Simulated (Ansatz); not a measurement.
Geometry optimisation, Ansatz 0.2.0, DFT PBE, scalar-relativistic, plane waves, PAW.

input.yaml

```yaml
crystal:
  lattice:
    - [7.398, 0.0, 0.0]
    - [-3.699, 6.406856, 0.0]
    - [0.0, 0.0, 12.0]
  atoms:
    - { symbol: C, position: [0.0, 0.0, 0.0833333] }
    - { symbol: C, position: [0.2222222, 0.1111111, 0.0833333] }
    - { symbol: C, position: [0.0, 0.3333333, 0.0833333] }
    - { symbol: C, position: [0.2222222, 0.4444444, 0.0833333] }
    - { symbol: C, position: [0.0, 0.6666667, 0.0833333] }
    - { symbol: C, position: [0.2222222, 0.7777778, 0.0833333] }
    - { symbol: C, position: [0.3333333, 0.0, 0.0833333] }
    - { symbol: C, position: [0.5555556, 0.1111111, 0.0833333] }
    - { symbol: C, position: [0.3333333, 0.3333333, 0.0833333] }
    - { symbol: C, position: [0.5555556, 0.4444444, 0.0833333] }
    - { symbol: C, position: [0.3333333, 0.6666667, 0.0833333] }
    - { symbol: C, position: [0.5555556, 0.7777778, 0.0833333] }
    - { symbol: C, position: [0.6666667, 0.0, 0.0833333] }
    - { symbol: C, position: [0.8888889, 0.1111111, 0.0833333] }
    - { symbol: C, position: [0.6666667, 0.3333333, 0.0833333] }
    - { symbol: C, position: [0.8888889, 0.4444444, 0.0833333] }
    - { symbol: C, position: [0.6666667, 0.6666667, 0.0833333] }
    - { symbol: C, position: [0.8888889, 0.7777778, 0.0833333] }
    - { symbol: O, position: [0.7698736, 0.7191789, 0.19] }
    - { symbol: H, position: [0.8387448, 0.6417073, 0.2066667] }
    - { symbol: H, position: [0.8710903, 0.8614225, 0.2066667] }
basis:
  ecutwfc: 420.0
kpoints:
  mp_grid: { grid: [2, 2, 1] }
hamiltonian:
  xc: pbe
scf:
  occupations: { method: fermi_dirac, width: 0.02 }
  lower_state_search: "off"
relax:
  f_tol: 0.03
  max_steps: 60
  adjacent_minimum: "off"
output:
  write_density: true
  write_potential: true
  elf: true
  volumetric_format: npy
```

Run as:

```bash
$ ansatz run input.yaml --threads 1 --pin off --max-ram 3072MiB --backend cpu --events-out ev --progress --plain --runs-dir out
```

Q: Where does it end, and by what steps?

A: It converged. Limits of this set-up: coarse k mesh, slab without dipole correction, no dispersion correction for a molecule that may bind weakly. After 29 steps the energy has fallen by 9.044 eV; O19 moved furthest, 2.10 Å. The start is strongly strained (largest force component 14 eV/Å), so its close contacts needn't be bonds. Parted: C17–O19, C18–O19.

```csv
step,energy less start (eV),largest force component (eV/Å),accepted
0,0.0000,14.379,yes
2,-5.7061,7.087,yes
4,-7.8392,2.523,yes
6,-8.6791,0.841,yes
8,-8.9645,0.278,yes
10,-9.0223,0.420,yes
12,-9.0340,0.133,yes
14,-9.0334,0.555,no
16,-9.0364,0.469,no
18,-9.0396,0.051,yes
20,-9.0412,0.068,yes
22,-9.0333,0.795,no
24,-9.0244,0.289,no
26,-9.0434,0.045,yes
28,-9.0431,0.173,no
29,-9.0438,0.027,yes
```

```xyz
21
Lattice="7.3980 0.0000 0.0000 -3.6990 6.4069 0.0000 0.0000 0.0000 12.0000" Properties=species:S:1:pos:R:3
C -0.033 -0.009 0.685
C 1.191 0.697 0.686
C -1.281 2.124 0.686
C -0.033 2.845 0.685
C -2.509 4.274 0.685
C -1.281 4.982 0.685
C 2.418 -0.011 0.686
C 3.666 0.709 0.686
C 1.191 2.138 0.685
C 2.418 2.847 0.684
C -0.033 4.262 0.685
C 1.191 4.968 0.684
C 4.890 0.002 0.685
C 6.117 0.711 0.685
C 3.666 2.127 0.685
C 4.890 2.833 0.686
C 2.418 4.260 0.682
C 3.666 4.980 0.683
O 3.252 4.642 4.368
H 4.069 4.138 4.231
H 3.542 5.566 4.314
```

Time of the run: 3.1 min on 1 thread of AMD EPYC 7B13 (Zen 3), with other jobs on the host, peak memory 0.73 GiB.
